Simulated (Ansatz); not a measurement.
# Si: the cost of one run

All numbers below are computed with Ansatz 0.2.0 (DFT PBE, plane waves, PAW, scalar-relativistic, no spin polarisation).

### Step 1. The structure to begin with

The cell holds 63 atoms (Si63): a = 10.860 Å, b = 10.860 Å, c = 10.860 Å, α = 90.00°, β = 90.00°, γ = 90.00°.

Its coordinates follow in the input file.

### Step 2. End point A

input.yaml reads:

```yaml
crystal:
  lattice:
    - [10.86, 0.0, 0.0]
    - [0.0, 10.86, 0.0]
    - [0.0, 0.0, 10.86]
  atoms:
    - { symbol: Si, position: [0.4975132, 0.0007965, 0.0002568] }
    - { symbol: Si, position: [0.6279971, 0.1283936, 0.1279598] }
    - { symbol: Si, position: [0.7545594, 0.2443083, -0.0081115] }
    - { symbol: Si, position: [0.8770334, 0.3728298, 0.1267884] }
    - { symbol: Si, position: [0.7470213, 0.0051133, 0.2478684] }
    - { symbol: Si, position: [0.8777357, 0.1204426, 0.3731287] }
    - { symbol: Si, position: [-1.2e-05, -0.0019152, -0.0016881] }
    - { symbol: Si, position: [0.1267869, 0.1249619, 0.1212938] }
    - { symbol: Si, position: [0.2479098, 0.2442886, -0.0016359] }
    - { symbol: Si, position: [0.3736221, 0.3746339, 0.124771] }
    - { symbol: Si, position: [0.5042582, 0.4981597, 0.0007765] }
    - { symbol: Si, position: [0.6232827, 0.6312884, 0.1248484] }
    - { symbol: Si, position: [0.7506579, 0.7524073, 0.0007708] }
    - { symbol: Si, position: [0.8767963, 0.8755927, 0.126861] }
    - { symbol: Si, position: [0.2467051, 0.0001991, 0.2545313] }
    - { symbol: Si, position: [0.3720954, 0.1224538, 0.3747357] }
    - { symbol: Si, position: [0.4967905, 0.2528864, 0.2508379] }
    - { symbol: Si, position: [0.6269837, 0.3727596, 0.3711908] }
    - { symbol: Si, position: [0.7539354, 0.5004081, 0.2576866] }
    - { symbol: Si, position: [0.8729279, 0.621665, 0.3771634] }
    - { symbol: Si, position: [0.501944, -0.0033791, 0.4993445] }
    - { symbol: Si, position: [0.6267675, 0.1319303, 0.6231379] }
    - { symbol: Si, position: [0.8722013, 0.3753334, 0.625332] }
    - { symbol: Si, position: [0.749625, -5.36e-05, 0.7484176] }
    - { symbol: Si, position: [0.8734193, 0.1244374, 0.8764521] }
    - { symbol: Si, position: [0.0021049, 0.4982035, -0.0016968] }
    - { symbol: Si, position: [0.1213922, 0.6273917, 0.1272735] }
    - { symbol: Si, position: [0.245112, 0.7513461, -0.0019312] }
    - { symbol: Si, position: [0.3755848, 0.8744629, 0.1240225] }
    - { symbol: Si, position: [0.0035596, 0.2527999, 0.2533069] }
    - { symbol: Si, position: [0.128025, 0.3780153, 0.3720804] }
    - { symbol: Si, position: [0.2454484, 0.503266, 0.2540863] }
    - { symbol: Si, position: [0.3725993, 0.6278053, 0.3766087] }
    - { symbol: Si, position: [0.5023831, 0.7511067, 0.24557] }
    - { symbol: Si, position: [0.6233525, 0.8763157, 0.3722868] }
    - { symbol: Si, position: [0.0020168, 0.0025463, 0.4965494] }
    - { symbol: Si, position: [0.1233462, 0.1250871, 0.6269162] }
    - { symbol: Si, position: [0.2503132, 0.2506528, 0.5005678] }
    - { symbol: Si, position: [0.3765991, 0.3777883, 0.6222302] }
    - { symbol: Si, position: [0.4996549, 0.4993038, 0.5012789] }
    - { symbol: Si, position: [0.624064, 0.6205817, 0.6251757] }
    - { symbol: Si, position: [0.7465999, 0.7492396, 0.499159] }
    - { symbol: Si, position: [0.8734727, 0.8758921, 0.6264958] }
    - { symbol: Si, position: [0.249259, -0.0040601, 0.7510315] }
    - { symbol: Si, position: [0.3739083, 0.1226869, 0.8761571] }
    - { symbol: Si, position: [0.499393, 0.2483783, 0.7517209] }
    - { symbol: Si, position: [0.6213378, 0.3785103, 0.87645] }
    - { symbol: Si, position: [0.7525004, 0.5039032, 0.7504269] }
    - { symbol: Si, position: [0.8766668, 0.6251171, 0.875198] }
    - { symbol: Si, position: [0.0021901, 0.749029, 0.2493169] }
    - { symbol: Si, position: [0.1296174, 0.8785028, 0.3765598] }
    - { symbol: Si, position: [-0.0050411, 0.5024044, 0.500147] }
    - { symbol: Si, position: [0.1253444, 0.6280771, 0.6282645] }
    - { symbol: Si, position: [0.2517269, 0.7461147, 0.5071554] }
    - { symbol: Si, position: [0.3776336, 0.8739336, 0.6228041] }
    - { symbol: Si, position: [0.0041142, 0.2552628, 0.7485172] }
    - { symbol: Si, position: [0.1249841, 0.3716371, 0.8715886] }
    - { symbol: Si, position: [0.2514419, 0.4943878, 0.7509827] }
    - { symbol: Si, position: [0.3774079, 0.626622, 0.874226] }
    - { symbol: Si, position: [0.5016382, 0.7540534, 0.7533631] }
    - { symbol: Si, position: [0.6248152, 0.8776601, 0.8764873] }
    - { symbol: Si, position: [-0.000914, 0.7563137, 0.7481792] }
    - { symbol: Si, position: [0.1204177, 0.8770601, 0.8787242] }
total_charge: 2
basis:
  ecutwfc: 420.0
kpoints:
  mp_grid: { grid: [1, 1, 1] }
hamiltonian:
  xc: pbe
  pseudopotentials: { kind: paw, azcp: { folder: soft_1 } }
scf:
  occupations: { method: gaussian, width: 0.05 }
  lower_state_search: "off"
relax:
  f_tol: 0.03
  max_steps: 60
  adjacent_minimum: "off"
output:
  write_density: true
  write_potential: true
  elf: true
  volumetric_format: npy
```

Command:

```
ansatz run input.yaml --threads 4 --pin off --max-ram 10240MiB --backend cpu --events-out ev --progress --plain --runs-dir out
```

**Question.** How long does this run take on 4 threads of Arm Neoverse V1, shared host, and how much memory does it need?

About 26 s, with a peak of 1.1 GiB.
